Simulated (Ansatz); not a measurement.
# BH8NSSi2: one species, many methods

One table from this session's results is given with a row withheld; the runs are named, their logs left out.

The runs use Ansatz 0.2.0, Gaussian basis; functionals in def2-TZVPP, the program's frozen cores in correlated methods.

The runs, in order: PBE-D4, r2SCAN-D4, PBE0-D4, B3LYP-D4, ωB97X-V, ωB97M-V, B2PLYP; CCSD(T)/def2-TZVPP; MP2/def2-QZVPP; extrapolation to the limit.

### The geometry

All runs share one geometry, relaxed beforehand with PBE0-D4 in a triple-zeta def2 set.

13 atoms, charge 0, spin multiplicity 1.

Atoms are counted from 1 here; the program's logs count them from 0.

Bond lengths: N1–B2 1.394 Å, N1–H6 1.007 Å, N1–H7 1.005 Å, B2–S3 1.812 Å, B2–Si4 2.021 Å, S3–H8 1.347 Å, Si4–Si5 2.340 Å, Si4–H9 1.490 Å, Si4–H10 1.495 Å, Si5–H11 1.489 Å, Si5–H12 1.489 Å, Si5–H13 1.488 Å. Angles: B2–N1–H6 124.1°, B2–N1–H7 122.3°, H6–N1–H7 113.6°, N1–B2–S3 123.2°, N1–B2–Si4 120.2°, S3–B2–Si4 116.6°, B2–S3–H8 99.1°, B2–Si4–Si5 110.1°, B2–Si4–H9 112.0°, B2–Si4–H10 109.9°, Si5–Si4–H9 108.4°, Si5–Si4–H10 108.5°, H9–Si4–H10 107.7°, Si4–Si5–H11 111.6°, Si4–Si5–H12 110.0°, Si4–Si5–H13 110.1°, H11–Si5–H12 108.2°, H11–Si5–H13 108.5° and more.

Set-up of the first run:

Contents of in.yaml:

```yaml
crystal:
  periodic: [false, false, false]
  atoms:
    - {symbol: N, position_ang: [2.033855, 0.061283, 0.980289]}
    - {symbol: B, position_ang: [0.826813, -0.577160, 0.701515]}
    - {symbol: S, position_ang: [-0.088933, -1.546180, 1.929028]}
    - {symbol: Si, position_ang: [-0.021266, -0.396413, -1.124081]}
    - {symbol: Si, position_ang: [-1.937564, 0.940388, -0.991653]}
    - {symbol: H, position_ang: [2.490604, 0.038599, 1.877570]}
    - {symbol: H, position_ang: [2.535014, 0.589545, 0.286975]}
    - {symbol: H, position_ang: [0.739407, -1.396187, 2.980153]}
    - {symbol: H, position_ang: [-0.407678, -1.718357, -1.693723]}
    - {symbol: H, position_ang: [0.940591, 0.244068, -2.072073]}
    - {symbol: H, position_ang: [-2.550373, 1.154286, -2.331587]}
    - {symbol: H, position_ang: [-1.591867, 2.271331, -0.420363]}
    - {symbol: H, position_ang: [-2.948205, 0.299998, -0.107348]}
basis:
  gaussian: {orbitals: def2-TZVPP}
hamiltonian: {xc: pbe, dispersion: d4}
output: {forces: true, orbitals: {seedname: orbitals}}
```

Command:

```console
> ansatz run in.yaml --threads 4 --pin off --events-out ev --progress --plain --max-ram 10444MiB
```

Among the steps run: PBE-D4 (GGA); r2SCAN-D4 (meta-GGA); PBE0-D4 (hybrid); B3LYP-D4 (hybrid); ωB97X-V (range-separated); ωB97M-V (range-separated); B2PLYP (double hybrid); CCSD(T) in def2-TZVPP; MP2 in def2-QZVPP.

One of the session's tables, all rows but one given; the rest of the session is left out.

| method | atomisation energy (kJ/mol) |
| --- | --- |
| PBE-D4 | 4246.8 |
| r2SCAN-D4 | 4225.0 |
| PBE0-D4 | 4204.5 |
| B3LYP-D4 | 4224.2 |
| ωB97X-V | 4251.0 |
| ωB97M-V | 4230.5 |
| B2PLYP | 4154.2 |
| HF/def2-TZVPP | 3103.7 |
| MP2/def2-TZVPP | 4097.7 |
| CCSD/def2-TZVPP | 4034.9 |
| CCSD(T)/def2-TZVPP | ? |
| MP2/CBS | 4213.5 |
| CCSD(T)/CBS | 4205.5 |

Estimate the missing values for CCSD(T)/def2-TZVPP.

The run gave: atomisation energy (kJ/mol): 4089.7. In the column «atomisation energy (kJ/mol)» it lies between CCSD/def2-TZVPP (4034.9) and MP2/def2-TZVPP (4097.7).
